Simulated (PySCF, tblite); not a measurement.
**C3H10NSi2 radical: geometry, infrared bands and EPR parameters**

Aim: predict the infrared bands and EPR parameters of C3H10NSi2 radical (`C[Si@H]1C[CH][SiH2]N1`).

The runs use tblite 0.8.0 and PySCF 2.14.0, with density-fitted response routines of our own; the level of theory stands in each step. All values are computed, except where a source is named. Atoms count from 0, in the outputs and in this text.

### Step 1. Starting geometry

16 atoms, charge 0, multiplicity 2; geometry from: force field or distance geometry start.

Bonds of the start (Å): C0–Si1 1.86, Si1–C2 1.91, C2–C3 1.51, C3–Si4 1.80, Si4–N5 1.72, N5–Si1 1.72, C0–H6 1.10, C0–H7 1.09, C0–H8 1.09, Si1–H9 1.48, C2–H10 1.09, C2–H11 1.09, C3–H12 1.10, Si4–H13 1.47, Si4–H14 1.49, N5–H15 1.00.

### Step 2. Optimising the geometry with GFN2-xTB

The job: settings as JSON, then the geometry in Å.

```
{"job": {"kind": "relax", "xc": "GFN2-xTB", "basis": "xTB"}, "charge": 0, "multiplicity": 2}
C      2.157300     0.607900    -0.254900
Si     0.695200    -0.506000    -0.508600
C     -0.136400    -0.958900     1.148300
C     -1.447800    -0.213400     1.143400
Si    -1.719700     0.763700    -0.345800
N     -0.524600     0.236700    -1.459600
H      1.862100     1.534700     0.259400
H      2.603700     0.897300    -1.207400
H      2.929400     0.120100     0.345700
H      1.089700    -1.740200    -1.219100
H     -0.323700    -2.036100     1.199800
H      0.470100    -0.657600     1.997100
H     -2.172600    -0.252400     1.965200
H     -3.028600     0.478100    -0.962900
H     -1.516800     2.211200    -0.082500
H     -0.944900    -0.476400    -2.029300
```

Launch:

```
> OMP_NUM_THREADS=1 python probes_run.py task.json out
```

The driver reads the jobs from task.json and runs them one after another.

The program printed:

```text
step      E/eV     max force
  0    -485.43654    2.333
  1    -485.55405    0.738
  2    -485.59240    0.549
  3    -485.63899    0.601
  4    -485.68370    0.709
  5    -485.71529    0.551
  6    -485.73516    0.288
  7    -485.74696    0.308
  8    -485.76122    0.358
  9    -485.77897    0.342
 10    -485.79123    0.229
 11    -485.79890    0.216
 12    -485.80622    0.234
 13    -485.81190    0.472
 14    -485.81944    0.267
 15    -485.82769    0.238
 16    -485.83858    0.347
 17    -485.84599    0.322
 18    -485.85337    0.568
 19    -485.86351    0.408
 20    -485.87082    0.212
 21    -485.88122    0.352
 22    -485.88573    0.186
 23    -485.89072    0.199
 24    -485.89459    0.186
 25    -485.89892    0.151
 26    -485.90149    0.108
 27    -485.90320    0.129
 28    -485.90485    0.143
 29    -485.90673    0.147
 30    -485.90879    0.106
 31    -485.91053    0.108
 32    -485.91172    0.102
 33    -485.91339    0.135
 34    -485.91524    0.180
 35    -485.91731    0.189
 36    -485.91937    0.178
 37    -485.92122    0.098
 38    -485.92261    0.105
 39    -485.92365    0.110
 40    -485.92475    0.138
 41    -485.92614    0.149
 42    -485.92792    0.164
 43    -485.92997    0.205
 44    -485.93205    0.175
 45    -485.93388    0.102
 46    -485.93555    0.098
 47    -485.93727    0.110
 48    -485.93905    0.123
 49    -485.94101    0.115
 50    -485.94352    0.102
 51    -485.94672    0.116
 52    -485.94997    0.128
 53    -485.95225    0.099
 54    -485.95343    0.072
 55    -485.95424    0.089
 56    -485.95515    0.070
 57    -485.95677    0.079
 58    -485.95734    0.058
 59    -485.95787    0.049
 60    -485.95824    0.063
 61    -485.95872    0.071
 62    -485.95916    0.068
 63    -485.95948    0.038
 64    -485.95969    0.032
 65    -485.95988    0.034
 66    -485.96008    0.049
 67    -485.96027    0.044
 68    -485.96042    0.027
 69    -485.96052    0.024
 70    -485.96060    0.021
 71    -485.96068    0.026
 72    -485.96079    0.033
 73    -485.96092    0.030
 74    -485.96104    0.024
 75    -485.96112    0.022
 76    -485.96118    0.021
 77    -485.96126    0.023
 78    -485.96138    0.033
 79    -485.96151    0.033
 80    -485.96160    0.020
 81    -485.96164    0.014
 82    -485.96168    0.017
 83    -485.96173    0.019
 84    -485.96177    0.018
 85    -485.96180    0.011
 86    -485.96182    0.010
 87    -485.96184    0.011
 88    -485.96186    0.012
 89    -485.96189    0.014
 90    -485.96192    0.011
 91    -485.96194    0.008
```

Wall time 0.57 s (1 thread of Arm Neoverse V2, shared host).

Step by step: (not every step is listed)

| step | energy from step 0 (eV) | largest force (eV/Å) |
| --- | --- | --- |
| 0 | 0.0000 | 2.3333 |
| 1 | -0.1175 | 0.7375 |
| 2 | -0.1559 | 0.5490 |
| 3 | -0.2024 | 0.6009 |
| 4 | -0.2472 | 0.7092 |
| 5 | -0.2788 | 0.5513 |
| 6 | -0.2986 | 0.2880 |
| 7 | -0.3104 | 0.3081 |
| 8 | -0.3247 | 0.3583 |
| 15 | -0.3912 | 0.2384 |
| 22 | -0.4492 | 0.1862 |
| 29 | -0.4702 | 0.1474 |
| 36 | -0.4828 | 0.1779 |
| 43 | -0.4934 | 0.2054 |
| 50 | -0.5070 | 0.1019 |
| 57 | -0.5202 | 0.0787 |
| 64 | -0.5232 | 0.0320 |
| 71 | -0.5241 | 0.0262 |
| 78 | -0.5248 | 0.0326 |
| 85 | -0.5253 | 0.0107 |
| 86 | -0.5253 | 0.0102 |
| 87 | -0.5253 | 0.0108 |
| 88 | -0.5253 | 0.0122 |
| 89 | -0.5254 | 0.0140 |
| 90 | -0.5254 | 0.0115 |
| 91 | -0.5254 | 0.0077 |

Distances of close pairs at the start and the end, largest changes first:

| bond | before (Å) | after (Å) | change (Å) |
| --- | --- | --- | --- |
| C0–Si1 | 1.855 | 1.900 | +0.044 |
| C3–Si4 | 1.802 | 1.843 | +0.041 |
| C2–C3 | 1.508 | 1.477 | -0.032 |
| Si4–N5 | 1.717 | 1.746 | +0.030 |
| C3–H12 | 1.096 | 1.080 | -0.016 |
| C0–H6 | 1.100 | 1.086 | -0.014 |
| Si4–H14 | 1.485 | 1.471 | -0.014 |
| Si1–N5 | 1.716 | 1.724 | +0.008 |

The final coordinates are the input of the step that follows.

### Step 3. Harmonic vibrations with GFN2-xTB

The job: settings as JSON, then the geometry in Å.

```
{"job": {"kind": "ir", "xc": "GFN2-xTB", "basis": "xTB"}, "charge": 0, "multiplicity": 2}
C      2.288171     0.481705    -0.268219
Si     0.722662    -0.570384    -0.492758
C     -0.174413    -0.912230     1.166050
C     -1.395313    -0.084065     1.227584
Si    -2.013714     0.624418    -0.357503
N     -0.570543     0.262010    -1.271815
H      2.075653     1.412299     0.249465
H      2.721593     0.731032    -1.231573
H      3.042993    -0.052495     0.300120
H      1.047524    -1.822561    -1.198892
H     -0.454178    -1.971605     1.166868
H      0.442605    -0.773760     2.057204
H     -1.824884     0.115482     2.198211
H     -3.161653    -0.056108    -0.981664
H     -2.255520     2.075808    -0.343067
H     -0.498582     0.549399    -2.231421
```

The program printed:

```text
mode    cm-1     km/mol
  1      23.6      1.70
  2      86.3      2.17
  3     110.5      0.10
  4     159.3      0.47
  5     207.6     11.22
  6     351.1      8.72
  7     377.5     46.90
  8     408.1     14.63
  9     439.9     20.50
 10     461.0     46.39
 11     537.7     88.12
 12     583.4     49.41
 13     631.5     48.25
 14     648.1    124.97
 15     670.1     18.13
 16     707.1     39.09
 17     743.0    101.36
 18     784.3    106.23
 19     801.0      7.49
 20     817.2    348.65
 21     832.2     33.69
 22     845.8    347.92
 23     931.5    167.24
 24    1038.4     32.46
 25    1092.2      1.51
 26    1145.3    231.91
 27    1202.5     28.11
 28    1281.3      4.76
 29    1368.0     11.91
 30    1440.8      6.09
 31    1484.9      0.16
 32    1492.4      0.12
 33    2130.1    438.35
 34    2164.0    507.30
 35    2173.3    228.43
 36    2879.2     29.65
 37    2948.6     40.00
 38    3040.3     23.07
 39    3044.7     41.60
 40    3047.2     18.39
 41    3054.7     63.92
 42    3511.4      2.60
```

Wall time 0.5 s (1 thread of Arm Neoverse V2, shared host).

The strongest bands and the atoms that carry them (share of the mass-weighted mode):

| cm⁻¹ | km/mol | atoms |
| --- | --- | --- |
| 648 | 125.0 | H9 62 % |
| 817 | 348.6 | H13 37 %, H14 36 % |
| 846 | 347.9 | Si4 17 %, H7 15 %, H8 15 %, N5 15 % |
| 932 | 167.2 | N5 42 %, H15 26 %, Si1 22 % |
| 1145 | 231.9 | H15 66 %, N5 29 % |
| 2130 | 438.4 | H13 64 %, H14 31 % |
| 2164 | 507.3 | H9 95 % |
| 2173 | 228.4 | H14 64 %, H13 33 % |

### Step 4. g tensor and hyperfine couplings: B3LYP/pcH-1

Same as in step 3 but for these lines:

```diff
@@ -1,2 +1,2 @@
-{"job": {"kind": "ir", "xc": "GFN2-xTB", "basis": "xTB"}, "charge": 0, "multiplicity": 2}
+{"job": {"kind": "epr", "basis": "pcH-1"}, "charge": 0, "multiplicity": 2}
 C      2.288171     0.481705    -0.268219
```

Method: UKS B3LYP, pcH-1 on C H N Si, non-relativistic, mean-field spin-orbit, GIAO.

The program printed:

```text
UKS, coarse grid
  cycle   1  E = -754.02226711  |g| = 4.99e-01
  cycle   2  E = -753.90531021  |g| = 7.00e-01
  cycle   3  E = -754.12791021  |g| = 8.68e-02
  cycle   4  E = -754.13059112  |g| = 3.88e-02
  cycle   5  E = -754.13129529  |g| = 7.12e-03
  cycle   6  E = -754.13132075  |g| = 2.27e-03
  cycle   7  E = -754.13132415  |g| = 1.09e-03
  cycle   8  E = -754.13132404  |g| = 3.84e-04
UKS, final grid
  cycle   1  E = -754.13128863  |g| = 4.44e-04
  cycle   2  E = -754.13128855  |g| = 6.00e-04
  cycle   3  E = -754.13128874  |g| = 3.72e-05
  cycle   4  E = -754.13128874  |g| = 1.64e-05
E = -754.13128874 Eh   <S^2> = 0.7536 (exact 0.7500)
g shifts (ppm)      1          2          3
  rmc          -130       -130       -130
  gc             -0         28         18
  oz_so          69        537        891
  total         -61        435        779
hyperfine (MHz)  atom isotope    a_iso     a_fc   dipolar eigenvalues
    0   13C       2.65       2.65     -0.60     -0.34      0.94
    1  29Si     -19.20     -19.23     -4.51      1.90      2.60
    2   13C     -28.73     -28.74     -3.46      0.83      2.63
    3   13C      79.21      79.32    -74.94    -73.80    148.75
    4  29Si      45.80      45.86     -2.40     -1.05      3.45
    5   14N       0.48       0.48     -0.94     -0.37      1.32
    6    1H      -0.18      -0.18     -1.42     -1.09      2.52
    7    1H       1.29       1.29     -0.77     -0.62      1.39
    8    1H      -0.09      -0.09     -0.95     -0.80      1.75
    9    1H      -1.35      -1.35     -1.34     -1.23      2.58
   10    1H     173.47     173.47     -6.18     -3.20      9.38
   11    1H      48.85      48.85     -4.78     -3.35      8.13
   12    1H     -56.64     -56.65    -35.76     -0.41     36.18
   13    1H      46.87      46.87     -3.20     -1.79      4.99
   14    1H      31.97      31.97     -3.09     -2.30      5.39
   15    1H      -2.62      -2.62     -2.20     -1.43      3.63
```

It took 85 s on 1 thread of Arm Neoverse V2, shared host; peak memory 0.96 GiB.

Principal g values 2.00226, 2.00275, 2.00310; g(iso) = 2.00270, against 2.00232 for a free electron.

Hyperfine couplings; where a row names several nuclei, a(iso) is their mean (it holds for fast rotation or exchange) and the dipolar term the largest among them:

| nuclei | isotope | a(iso) (MHz) | a(iso) (G, at g = 2.0023) | largest dipolar term (MHz) |
| --- | --- | --- | --- | --- |
| H10 | 1H | 173.5 | 61.9 | 9.4 |
| C3 | 13C | 79.2 | 28.3 | 148.7 |
| H12 | 1H | -56.6 | -20.2 | 36.2 |
| H11 | 1H | 48.8 | 17.4 | 8.1 |
| H13 | 1H | 46.9 | 16.7 | 5.0 |
| Si4 | 29Si | 45.8 | 16.3 | 3.4 |
| H14 | 1H | 32.0 | 11.4 | 5.4 |
| C2 | 13C | -28.7 | -10.3 | -3.5 |
| Si1 | 29Si | -19.2 | -6.9 | -4.5 |
| C0 | 13C | 2.7 | 0.9 | 0.9 |
| H15 | 1H | -2.6 | -0.9 | 3.6 |
| H9 | 1H | -1.4 | -0.5 | 2.6 |
| N5 | 14N | 0.5 | 0.2 | 1.3 |
| H6, H7, H8 | 1H | 0.3 | 0.1 | 2.5 |

Mulliken spin populations:

C0 0.00; Si1 0.01; C2 -0.08; C3 1.00; Si4 -0.03; N5 0.01; H6 0.00; H7 0.00; H8 0.00; H9 0.00; H10 0.07; H11 0.02; H12 -0.04; H13 0.03; H14 0.02; H15 0.00

In first order the couplings over 0.8 MHz of 1H give 128 distinct lines over 129.1 G, if the averaged nuclei exchange fast; the same motion can average rows kept apart here too.

The fields below are evaluated on a grid from the run's orbitals.

ELF in a plane through or near 6 of the atoms.

Values, 10 rows by 14 columns:
```
0.00 0.00 0.00 0.00 0.00 0.00 0.00 0.00 0.00 0.00 0.00 0.00 0.00 0.00
0.00 0.00 0.00 0.00 0.00 0.00 0.06 0.03 0.00 0.00 0.00 0.00 0.00 0.00
0.00 0.00 0.00 0.00 0.00 0.49 0.99 0.91 0.03 0.21 0.30 0.01 0.00 0.00
0.00 0.00 0.09 0.59 0.03 0.09 0.91 0.78 0.52 0.93 0.84 0.06 0.00 0.00
0.00 0.02 0.86 1.00 0.72 0.22 0.31 0.40 0.54 0.48 0.37 0.02 0.00 0.00
0.00 0.01 0.13 0.66 0.90 0.81 0.21 0.13 0.32 0.11 0.13 0.13 0.02 0.00
0.00 0.01 0.44 0.99 0.90 0.14 0.23 0.82 0.64 0.13 0.46 0.18 0.03 0.00
0.00 0.00 0.05 0.81 0.42 0.00 0.10 0.38 0.08 0.13 0.22 0.03 0.00 0.00
0.00 0.00 0.00 0.00 0.00 0.00 0.00 0.02 0.00 0.00 0.00 0.00 0.00 0.00
0.00 0.00 0.00 0.00 0.00 0.00 0.00 0.00 0.00 0.00 0.00 0.00 0.00 0.00
```
The map spans 11.3 Å across and 9.7 Å up, centred on the molecule. Atoms in the plane (x, y in Å): C0 (-2.3, -0.3), C3 (1.5, 1.0), Si4 (2.0, -0.8), H7 (-2.8, -1.2), H8 (-3.0, 0.5), H11 (-0.3, 2.2).

On the surface of density 0.002 e/bohr³ the electrostatic potential runs, from the 1st to the 99th percentile, from -0.65 V near N5 to 1.38 V near H15.

The spin density lies nearest to C3 67 %; H12 10 %; H10 7 %.

### Step 5. Summary of results

| quantity | value |
| --- | --- |
| strongest single infrared mode (GFN2-xTB) | 2164 cm⁻¹, 507 km/mol |
| zero-point energy (GFN2-xTB) | 73.9 kcal/mol |
| g(iso) (B3LYP) | 2.00270 |
| ⟨S²⟩ | 0.754 (exact 0.75) |
| largest a(iso) (averaged by class) | 1H on H10, 173.5 MHz |
| potential on the surface of density 0.002 e/bohr³, 1st and 99th percentile | -0.65 V and 1.38 V |

Relaxing lowered the energy by 0.525 eV in 91 steps; the close pair that moved most is C0–Si1, from 1.855 to 1.900 Å. All 42 modes are real, so the xTB geometry is a minimum. The strongest single mode, at 2164 cm⁻¹, moves mainly H9. Unscaled tight-binding wavenumbers are off by several per cent, some by more. Its intensities can rank the bands wrongly. Most of the unpaired spin sits on C3 (1.00 e). The isotropic g lies 0.4 ppt above the free-electron value. The conformer search found further structures of the same energy, which may be mirror or relabelled copies of this one.
